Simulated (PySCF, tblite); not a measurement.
**C4H2NO2 radical: geometry, infrared bands and EPR parameters**

Wanted: the infrared bands and EPR parameters of C4H2NO2 radical (`N#C/C=[C]\C(=O)O`), by calculation.

The runs use tblite 0.8.0 and PySCF 2.14.0, with density-fitted response routines of our own; the level of theory stands in each step. All values are computed, except where a source is named. Atoms are numbered from 0 throughout.

## 1. The molecule as given

9 atoms, charge 0, multiplicity 2; geometry from: force field or distance geometry start.

Bonds of the start (Å): N0–C1 1.16, C1–C2 1.41, C2–C3 1.31, C3–C4 1.43, C4–O5 1.22, C4–O6 1.35, C2–H7 1.07, O6–H8 0.98.

## 2. Relaxing the molecule with GFN2-xTB

Job settings and geometry (Å):

```
{"job": {"kind": "relax", "xc": "GFN2-xTB", "basis": "xTB"}, "charge": 0, "multiplicity": 2}
N      2.918900     1.055600    -0.783000
C      2.124500     0.246600    -0.529600
C      1.203500    -0.775500    -0.199900
C     -0.027400    -0.428100     0.074000
C     -1.372300    -0.059100     0.404000
O     -2.250400    -0.864400     0.653700
O     -1.577900     1.271000     0.374400
H      1.514900    -1.802200    -0.200400
H     -2.520100     1.362200     0.608900
```

Run with:

```console
$ OMP_NUM_THREADS=1 python probes_run.py task.json out
```

The driver reads the jobs from task.json and runs them one after another.

The log of the run:

```text
step      E/eV     max force
  0    -556.83986    2.212
  1    -556.75625    6.708
  2    -556.89259    0.556
  3    -556.89802    0.729
  4    -556.90720    0.304
  5    -556.91756    0.355
  6    -556.92255    0.255
  7    -556.92485    0.189
  8    -556.92613    0.156
  9    -556.92749    0.149
 10    -556.92902    0.110
 11    -556.93006    0.132
 12    -556.93176    0.144
 13    -556.93475    0.224
 14    -556.94104    0.386
 15    -556.95055    0.566
 16    -556.96679    0.515
 17    -556.99723    0.979
 18    -557.02546    0.881
 19    -557.06515    0.975
 20    -557.06750    1.007
 21    -557.12159    1.135
 22    -557.15500    0.725
 23    -557.20396    0.545
 24    -557.23935    0.706
 25    -557.25747    1.260
 26    -557.30706    0.505
 27    -557.33050    0.441
 28    -557.34898    0.680
 29    -557.35689    0.606
 30    -557.36946    0.712
 31    -557.37533    0.324
 32    -557.37841    0.210
 33    -557.38033    0.238
 34    -557.38225    0.132
 35    -557.38330    0.083
 36    -557.38422    0.083
 37    -557.38523    0.139
 38    -557.38727    0.160
 39    -557.39054    0.159
 40    -557.39431    0.223
 41    -557.39801    0.211
 42    -557.40123    0.221
 43    -557.40325    0.153
 44    -557.40476    0.218
 45    -557.40565    0.082
 46    -557.40621    0.077
 47    -557.40650    0.062
 48    -557.40678    0.044
 49    -557.40719    0.054
 50    -557.40750    0.079
 51    -557.40766    0.063
 52    -557.40773    0.056
 53    -557.40781    0.029
 54    -557.40788    0.025
 55    -557.40796    0.022
 56    -557.40803    0.033
 57    -557.40807    0.034
 58    -557.40810    0.028
 59    -557.40815    0.030
 60    -557.40822    0.035
 61    -557.40833    0.046
 62    -557.40845    0.035
 63    -557.40852    0.018
 64    -557.40855    0.020
 65    -557.40857    0.025
 66    -557.40863    0.045
 67    -557.40876    0.073
 68    -557.40909    0.117
 69    -557.40973    0.158
 70    -557.41039    0.170
 71    -557.41112    0.070
 72    -557.41141    0.072
 73    -557.41152    0.045
 74    -557.41166    0.033
 75    -557.41193    0.053
 76    -557.41200    0.037
 77    -557.41209    0.034
 78    -557.41220    0.027
 79    -557.41228    0.017
 80    -557.41234    0.020
 81    -557.41237    0.012
 82    -557.41238    0.013
 83    -557.41238    0.004
```

Run time: 0.26 s. Hardware: 1 thread of Arm Neoverse V2, shared host.

Step by step: (not every step is listed) (the energy doesn't fall at every step)

```csv
step,energy from step 0 (eV),largest force (eV/Å)
0,0.0000,2.2125
1,0.0836,6.7081
2,-0.0527,0.5558
3,-0.0582,0.7292
4,-0.0673,0.3042
5,-0.0777,0.3553
6,-0.0827,0.2550
7,-0.0850,0.1895
8,-0.0863,0.1564
15,-0.1107,0.5657
22,-0.3151,0.7252
29,-0.5170,0.6064
36,-0.5444,0.0832
43,-0.5634,0.1531
50,-0.5676,0.0791
57,-0.5682,0.0336
64,-0.5687,0.0203
71,-0.5713,0.0704
78,-0.5723,0.0272
79,-0.5724,0.0168
80,-0.5725,0.0203
81,-0.5725,0.0117
82,-0.5725,0.0128
83,-0.5725,0.0041
```

Close pairs (by a distance rule), those that changed most:

```csv
bond,before (Å),after (Å),change (Å)
C3–C4,1.433,1.404,-0.029
N0–C1,1.162,1.143,-0.019
C2–C3,1.308,1.293,-0.015
C2–H7,1.073,1.087,+0.015
C1–C2,1.415,1.422,+0.007
O6–H8,0.975,0.969,-0.006
C4–O6,1.346,1.349,+0.002
C4–O5,1.217,1.217,-0.000
```

The next job starts from the end point, and lists it.

## 3. Vibrational analysis with GFN2-xTB

Job settings and geometry (Å):

```
{"job": {"kind": "ir", "xc": "GFN2-xTB", "basis": "xTB"}, "charge": 0, "multiplicity": 2}
N      2.674304     0.653937    -1.563457
C      2.034830     0.078234    -0.811465
C      1.252492    -0.642743     0.132411
C     -0.002691    -0.403353     0.328744
C     -1.338967     0.009636     0.204205
O     -2.114600    -0.481227    -0.595041
O     -1.685273     0.978174     1.076322
H      1.811380    -1.394589     0.684488
H     -2.617915     1.207924     0.945852
```

The log of the run:

```text
mode    cm-1     km/mol
  1      43.0      0.32
  2      67.9      3.95
  3     154.3      9.01
  4     238.6     11.47
  5     394.4      1.19
  6     444.5     24.96
  7     520.7     32.06
  8     556.7     58.64
  9     578.2     23.73
 10     653.3    143.29
 11     734.2     21.11
 12     806.1      7.88
 13     983.1      9.48
 14    1096.1    344.25
 15    1140.0     72.53
 16    1247.2    214.77
 17    1636.2    372.27
 18    1872.3      4.18
 19    2381.6    199.34
 20    2957.8      3.41
 21    3466.4     71.12
```

Wall time 0.13 s (1 thread of Arm Neoverse V2, shared host).

The strongest bands and the atoms that carry them (share of the mass-weighted mode):

```csv
cm⁻¹,km/mol,atoms
557,58.6,"H8 40 %, C3 22 %, C1 15 %"
653,143.3,"C4 61 %, H8 14 %, O6 10 %"
1096,344.2,"O6 33 %, H8 23 %, C4 21 %, H7 14 %"
1140,72.5,"H7 49 %, H8 23 %, C2 16 %"
1247,214.8,"C4 47 %, H8 26 %, C2 13 %"
1636,372.3,"C4 60 %, O5 37 %"
2382,199.3,"C1 59 %, N0 40 %"
3466,71.1,H8 94 %
```

## 4. EPR parameters: B3LYP/pcH-1

The job, as its differences from that of step 3:

```diff
@@ -1,2 +1,2 @@
-{"job": {"kind": "ir", "xc": "GFN2-xTB", "basis": "xTB"}, "charge": 0, "multiplicity": 2}
+{"job": {"kind": "epr", "basis": "pcH-1"}, "charge": 0, "multiplicity": 2}
 N      2.674304     0.653937    -1.563457
```

With the program's defaults for keys left out, this is: UKS B3LYP, pcH-1 on C H N O, non-relativistic, mean-field spin-orbit, GIAO.

The log of the run:

```text
UKS, coarse grid
  cycle   1  E = -358.50664991  |g| = 7.70e-01
  cycle   2  E = -356.65682179  |g| = 2.10e+00
  cycle   3  E = -358.65764058  |g| = 4.24e-01
  cycle   4  E = -358.72936335  |g| = 1.57e-01
  cycle   5  E = -358.73554752  |g| = 7.95e-02
  cycle   6  E = -358.73802649  |g| = 3.25e-02
  cycle   7  E = -358.73844604  |g| = 1.47e-02
  cycle   8  E = -358.73857916  |g| = 5.76e-03
  cycle   9  E = -358.73861640  |g| = 3.15e-03
  cycle  10  E = -358.73862927  |g| = 1.91e-03
  cycle  11  E = -358.73863393  |g| = 1.13e-03
  cycle  12  E = -358.73863567  |g| = 5.46e-04
UKS, final grid
  cycle   1  E = -358.73863237  |g| = 1.11e-03
  cycle   2  E = -358.73862977  |g| = 2.79e-03
  cycle   3  E = -358.73863297  |g| = 2.09e-04
  cycle   4  E = -358.73863300  |g| = 1.00e-04
  cycle   5  E = -358.73863304  |g| = 8.58e-05
  cycle   6  E = -358.73863304  |g| = 2.68e-05
E = -358.73863304 Eh   <S^2> = 0.7648 (exact 0.7500)
g shifts (ppm)      1          2          3
  rmc          -189       -189       -189
  gc             -4         43         34
  oz_so         -49       1433       2583
  total        -243       1286       2428
hyperfine (MHz)  atom isotope    a_iso     a_fc   dipolar eigenvalues
    0   14N      -0.17      -0.17     -3.16      0.26      2.90
    1   13C     105.68     105.68     -4.38     -2.41      6.79
    2   13C     -41.02     -41.02    -15.90      4.62     11.28
    3   13C     109.81     109.81    -79.84    -58.17    138.01
    4   13C     -37.88     -37.88    -10.72      1.79      8.93
    5   17O     -14.94     -14.94    -66.43     32.37     34.06
    6   17O       1.87       1.87     -6.81      2.36      4.45
    7    1H     142.51     142.51     -5.39     -3.51      8.90
    8    1H      -2.55      -2.55     -2.87     -1.94      4.81
```

Wall time 23 s (1 thread of Arm Neoverse V2, shared host); peak memory 0.66 GiB.

Principal g values 2.00208, 2.00361, 2.00475; g(iso) = 2.00348, against 2.00232 for a free electron.

Hyperfine couplings, nucleus by nucleus at this fixed geometry (no averaging over rotations):

```csv
nuclei,isotope,a(iso) (MHz),"a(iso) (G, at g = 2.0023)",largest dipolar term (MHz)
H7,1H,142.5,50.8,8.9
C3,13C,109.8,39.2,138.0
C1,13C,105.7,37.7,6.8
C2,13C,-41.0,-14.6,-15.9
C4,13C,-37.9,-13.5,-10.7
O5,17O,-14.9,-5.3,-66.4
H8,1H,-2.5,-0.9,4.8
O6,17O,1.9,0.7,-6.8
N0,14N,-0.2,-0.1,-3.2
```

Mulliken spin populations:

```csv
atom,value (e)
N0,-0.03
C1,0.06
C2,-0.15
C3,0.92
C4,-0.09
O5,0.21
O6,0.02
H7,0.06
H8,0.00
```

In first order the couplings over 0.8 MHz of 1H give 4 distinct lines over 51.7 G.

Orbitals, density, ELF and potential are computed afterwards from the orbital file.

ELF in a plane through or near 6 of the atoms.

Ten even steps from '0' (0.00) to '9' (1.00):
```
0000000000000000000000000000
0000000000000000000000000000
0000000000000000000000000000
0000000034200000000000000000
0000000799810012100000000000
0000002999940255300000000000
0000001899952677310000000000
0000000289647678632100000000
0000000145508348744210000000
0000135579448239326423200000
0000246537846678337435510000
0001357571621566555357720000
0013676765620122221136510000
0015885387620000000001000000
0015899765310000000000000000
0003799864200000000000000000
0001477642000000000000000000
0000022210000000000000000000
0000000000000000000000000000
0000000000000000000000000000
```
The map spans 11.1 Å across and 8.3 Å up, centred on the molecule. Atoms in the plane (x, y in Å): N0 (-2.8, -1.4), C1 (-2.1, -0.5), C2 (-1.3, 0.6), C3 (0.0, 0.5), C4 (1.3, 0.1), H7 (-1.8, 1.5).

On the surface of density 0.002 e/bohr³ the electrostatic potential runs, from the 1st to the 99th percentile, from -1.55 V near N0 to 2.91 V near H8.

The spin density lies nearest to C3 59 %; O5 16 %; C4 6 % (both signs); C2 6 % (beta excess).

## 5. What came out

```
                                 quantity                  value
strongest single infrared mode (GFN2-xTB)  1636 cm⁻¹, 372 km/mol
             zero-point energy (GFN2-xTB)          31.4 kcal/mol
                           g(iso) (B3LYP)                2.00348
                                     ⟨S²⟩     0.765 (exact 0.75)
                           largest a(iso)    1H on H7, 142.5 MHz
    surface potential, 1st and 99th percentile     -1.55 V and 2.91 V
```

**Reading.** Over 83 steps the energy fell by 0.573 eV; of the close pairs, C3–C4 changed most, 1.433 to 1.404 Å. All 21 modes are real, so the xTB geometry is a minimum. The strongest single mode, at 1636 cm⁻¹, moves mainly C4 and O5. GFN2-xTB is a fitted tight-binding method: band positions and strengths are rough. Its intensities can rank the bands wrongly. C3 carries the largest spin population, 0.92 e. The isotropic g lies 1.2 ppt above the free-electron value.
